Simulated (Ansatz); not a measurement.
**YbB2 (P6/mmm): equation of state**

One table from this session's results is given with a row withheld; the runs are named, their logs left out.

Method: DFT PBEsol, scalar-relativistic, plane waves, PAW, in Ansatz 0.2.0.

## Starting point

Symmetry: P6/mmm, No. 191, hexagonal system. Conventional cell: a = 3.201 Å, b = 3.201 Å, c = 3.787 Å, α = 90.00°, β = 90.00°, γ = 120.00°. Yb (site symmetry 6/mmm) has 12 B at 2.65 Å as nearest neighbours. Around B (site symmetry -6m2) lie 3 B at 1.85 Å and 6 Yb at 2.65 Å.

As a file:

```
Yb B
1.0
     3.20125    0.00000    0.00000
    -1.60063    2.77237    0.00000
     0.00000    0.00000    3.78719
Yb B
1 2
Cartesian
  0.0000 0.0000 0.0000
  0.0000 1.8482 1.8936
  1.6006 0.9241 1.8936
```

This cell comes from an earlier session at PBEsol: 11.204 Å³/atom at 0.00 GPa, on a 14×14×10 mesh.

Volume factors to run: 0.980, 1.020, 0.960, 1.040.

The first run:

Contents of input.yaml:

```yaml
crystal:
  lattice:
    - [3.1797678201, 0.0, 0.0]
    - [-1.5898839101, 2.7537597103, 0.0]
    - [0.0, 0.0, 3.7617692148]
  atoms:
    - { symbol: Yb, position: [0.0, 0.0, 0.0] }
    - { symbol: B, position: [0.3333333333, 0.6666666667, 0.5] }
    - { symbol: B, position: [0.6666666667, 0.3333333333, 0.5] }
basis:
  ecutwfc: 420
  ecutrho_ratio: 4
kpoints:
  mp_grid: { grid: [14, 14, 10] }
hamiltonian:
  xc: pbesol
scf:
  occupations: { method: gaussian, width: 0.05 }
output:
  forces: true
  stress: true
  eigenvalues: true
relax:
  f_tol: 0.01
  max_steps: 40
  cell: { stress_tol: 0.1, fix: [volume] }
```

Command:

```console
> ansatz run input.yaml --threads 1 --pin off --max-ram 2560MiB --backend cpu --events-out ev --progress --plain --runs-dir out
```

Among the steps run: At 0.980 of the relaxed volume; Scaling the volume by 1.020; Volume × 0.960; At 1.040 of the relaxed volume.

One table of the session follows, with a row left open; its other results are not shown here.

It belongs to the step «Energy and pressure against volume». 

| volume (Å³/atom) | energy (meV/atom) | pressure (GPa) |
| --- | --- | --- |
| 10.756 | 9.09 | 6.69 |
| 10.980 | 2.19 | 3.20 |
| 11.204 | 0.00 | 0.00 |
| 11.428 | ? | ? |
| 11.652 | 8.04 | -5.57 |

**Question.** Estimate the row for volume (Å³/atom) = 11.428.

Worked estimate for «energy (meV/atom)». A straight line through the neighbours (11.204, 0.00) and (11.652, 8.04) gives 0.00 + (8.04 − 0.00) × (11.428 − 11.204) / (11.652 − 11.204) = 4.02; a parabola fitted to 3 rows on both sides gives 1.95.

The run gave: energy (meV/atom): 2.07; pressure (GPa): -2.91. In «energy (meV/atom)» the line misses by +1.95 and the parabola by -0.12.
